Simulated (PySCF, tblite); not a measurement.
# C4H13NP2Si2: geometry, infrared bands, NMR shifts, electronic excitations and core binding energies

Aim: predict the infrared bands, NMR shifts, electronic excitations and core binding energies of C4H13NP2Si2 (`C1CCN([SiH]2P[SiH2]P2)C1`).

Computed with tblite 0.8.0 and PySCF 2.14.0, with density-fitted response routines of our own, on a single molecule in the gas phase. Atoms are numbered from 0 throughout.

## (1) The molecule as given

22 atoms, charge 0, multiplicity 1; geometry from: force field or distance geometry start.

Bonds of the start (Å): C0–C1 1.53, C1–C2 1.55, C2–N3 1.45, N3–Si4 1.70, Si4–P5 2.25, P5–Si6 2.26, Si6–P7 2.25, N3–C8 1.44, C8–C0 1.53, P7–Si4 2.26, C0–H9 1.10, C0–H10 1.09, C1–H11 1.09, C1–H12 1.09, C2–H13 1.08, C2–H14 1.09, Si4–H15 1.48, P5–H16 1.38, Si6–H17 1.47, Si6–H18 1.46, P7–H19 1.39, C8–H20 1.08, C8–H21 1.09.

## (2) Relaxing the molecule with GFN2-xTB

The job: settings as JSON, then the geometry in Å.

```
{"job": {"kind": "relax", "xc": "GFN2-xTB", "basis": "xTB"}, "charge": 0, "multiplicity": 1}
C     -2.469000     0.477900    -0.791300
C     -2.190100     0.961000     0.634800
C     -1.047100     0.028300     1.124100
N     -0.400400    -0.408300    -0.099400
Si     0.955400     0.464100    -0.652500
P      2.637200     0.441400     0.839200
Si     3.741400    -0.402900    -0.945500
P      1.994200    -0.607600    -2.349500
C     -1.486400    -0.678200    -1.006500
H     -3.511800     0.151800    -0.911100
H     -2.285200     1.275700    -1.508500
H     -3.062100     0.880100     1.291900
H     -1.850100     1.992500     0.654900
H     -0.343400     0.524400     1.781600
H     -1.474300    -0.835800     1.633600
H      0.809600     1.871700    -1.082300
H      2.322100    -0.787600     1.379200
H      4.426200    -1.671500    -0.666600
H      4.640200     0.622300    -1.458400
H      1.648900    -1.878500    -1.919700
H     -1.131100    -0.736600    -2.027300
H     -1.955400    -1.626000    -0.728800
```

On the command line:

```
$ OMP_NUM_THREADS=1 python probes_run.py task.json out
```

The driver reads the jobs from task.json and runs them one after another.

**Question.** This job is followed by: GFN2-xTB harmonic vibrations, gas phase; PBE0-D3(BJ)/def2-SVP geometry optimisation, gas phase; GIAO PBE0/pcSseg-1 NMR shielding, non-relativistic, gas phase; TDDFT CAM-B3LYP/def2-SVPD, vertical, gas phase, core orbitals frozen in the response; GIAO CAM-B3LYP/pcSseg-1 NMR shielding, non-relativistic, gas phase; delta-SCF UKS SCAN, pcX-2 on the ionised atom, pcseg-1 elsewhere, spin-free X2C. Predict these results of the whole session: strongest single infrared mode (GFN2-xTB); zero-point energy (GFN2-xTB); rotational constants (main isotopes); ¹³C shifts against TMS (PBE0/pcSseg-1, means over atoms taken as alike); ¹H shifts against TMS (PBE0/pcSseg-1, means over atoms taken as alike); ¹⁵N shifts against NH3 (PBE0/pcSseg-1); ²⁹Si shifts against TMS (PBE0/pcSseg-1); ³¹P shifts against H3PO4 (PBE0/pcSseg-1, means over atoms taken as alike); surface potential, 1st and 99th percentile; lowest singlet (CAM-B3LYP/def2-SVPD); brightest single state of those computed; lowest triplet; vertical ionisation energy (ΔSCF); C1s binding energies, SCAN/pcX-2; Si1s binding energies, SCAN/pcX-2; Si2p binding energies, SCAN/pcX-2; N1s binding energies, SCAN/pcX-2; P1s binding energies, SCAN/pcX-2; P2p binding energies, SCAN/pcX-2; range of the shift of P5.

The runs gave:

| quantity | value |
| --- | --- |
| strongest single infrared mode (GFN2-xTB) | 2334 cm⁻¹, 351 km/mol |
| zero-point energy (GFN2-xTB) | 102.2 kcal/mol |
| rotational constants (main isotopes) | 1.70, 0.53, 0.43 GHz |
| ¹³C shifts against TMS (PBE0/pcSseg-1, means over atoms taken as alike) | 47.8, 26.8 ppm |
| ¹H shifts against TMS (PBE0/pcSseg-1, means over atoms taken as alike) | 5.69, 4.88, 4.48, 2.84, 1.55, 1.53 ppm |
| ¹⁵N shifts against NH3 (PBE0/pcSseg-1) | 60.7 ppm |
| ²⁹Si shifts against TMS (PBE0/pcSseg-1) | -16.7, -58.9 ppm |
| ³¹P shifts against H3PO4 (PBE0/pcSseg-1, means over atoms taken as alike) | -217.6 ppm |
| surface potential, 1st and 99th percentile | -0.90 V and 0.83 V |
| lowest singlet (CAM-B3LYP/def2-SVPD) | 5.23 eV (237 nm), f = 0.001 |
| brightest single state of those computed | state 10, 6.69 eV, f = 0.093 |
| lowest triplet | 4.67 eV |
| vertical ionisation energy (ΔSCF) | 8.20 eV |
| C1s binding energies, SCAN/pcX-2 | C2 291.32, C0 290.54 eV |
| Si1s binding energies, SCAN/pcX-2 | Si4 1846.43, Si6 1846.34 eV |
| Si2p binding energies, SCAN/pcX-2 | Si6 106.79, Si4 106.76 eV |
| N1s binding energies, SCAN/pcX-2 | N3 404.06 eV |
| P1s binding energies, SCAN/pcX-2 | P5 2148.95 eV |
| P2p binding energies, SCAN/pcX-2 | P5 135.75 eV |
| range of the shift of P5 | -217.6 to -214.1 ppm |

In words: The optimisation took 10 steps and gained 0.018 eV; among the close pairs (by a distance rule), C1–C2 changed most, from 1.554 to 1.535 Å (GFN2-xTB). All 60 modes are real, so the xTB geometry is a minimum. The strongest single mode, at 2334 cm⁻¹, moves mainly H16 and H19. Unscaled tight-binding wavenumbers are off by several per cent, some by more. Its intensities can rank the bands wrongly. The optimisation took 10 steps and gained 0.276 eV; among the close pairs (by a distance rule), P5–H16 changed most, from 1.381 to 1.434 Å (PBE0/def2-SVP). The most deshielded carbon is C2, C8 (mean) (sp3 CH2 bonded to N), at 47.8 ppm: deshielded by the electronegative neighbour. At PBE0/pcSseg-1, counted by nearest atom on the grid, the HOMO lies on N3 53 %; H15 9 %, the LUMO on Si6 16 %; H17 13 %. The first singlet state (HOMO→LUMO 0.62, HOMO−1→LUMO 0.24) lies at 5.23 eV and is dark; of the 10 states computed, the strongest absorption comes from state 10 at 6.69 eV (the last computed, so partners may be missing). The lowest triplet lies 0.56 eV below the lowest singlet (triplets in Tamm-Dancoff, singlets in full TDDFT). ΔSCF puts the ionisation energy at 8.20 eV, 0.40 eV above −ε(HOMO). In this run the hole sits in HOMO−1, not in the HOMO; unless the two are degenerate, this need not be the first ionisation. Si4 (silicon bonded to N, 2 P, H, in a 4-membered ring) binds its Si1s electron 0.09 eV more tightly than Si6 (silicon bonded to 2 P, 2 H, in a 4-membered ring). The Si2p levels computed lie within 0.03 eV of one another, too close to rank. Across the 2 runs the shift of P5 (with its like atoms) moves most, between -217.6 (PBE0/pcSseg-1) and -214.1 ppm (CAM-B3LYP/pcSseg-1).
